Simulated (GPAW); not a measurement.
Crystal: BiTe.

```xyz
2
Lattice="2.4227 1.3988 3.3173 -2.4227 1.3988 3.3173 0.0000 -2.7975 3.3173" Properties=species:S:1:pos:R:3 pbc="T T T"
Bi    0.0000    0.0000    4.9759
Te    0.0000    0.0000    0.0000
```

The cell comes from a database or a generator and needn't be the stable form of this composition.

* Program: GPAW 26.7.0
* Task: single point
* Functional: PBE
* Potentials or basis: GPAW PAW data sets (gpaw-data 1.2.1)
* Cutoff: 600 eV
* Basis: pw
* k mesh: 7 × 7 × 7
* Occupations: fermi-dirac, width 0.05 eV
* Spin: no spin polarisation

On this cell: pressure -0.1 GPa; largest force under 0.003 eV/Å; band gap on the k mesh none (metal or under the smearing width).

The same run follows on a disturbed copy (atoms moved at random, drawn with an rms of 0.05 Å):

```
Bi Te
1.0
     2.42271    1.39875    3.31729
    -2.42271    1.39875    3.31729
     0.00000   -2.79750    3.31729
Bi Te
1 1
Direct
  0.50449 0.49986 0.49761
  0.99451 0.00737 0.00473
```

What changes?

The energy (extrapolated to zero smearing) moves by +1.1 meV/atom; pressure 0.0 GPa; largest force 0.092 eV/Å; band gap on the k mesh none (metal or under the smearing width).

Forces in eV/Å, atoms in the order of the input:
```
Bi  -0.080 -0.044  0.013
Te   0.080  0.044 -0.013
```

Stress tensor (GPa, compression positive):
```
 0.02  0.02 -0.02
 0.02  0.01 -0.01
-0.02 -0.01 -0.06
```

Caveats: spin-orbit coupling is left out, which moves the levels of the heavy elements.
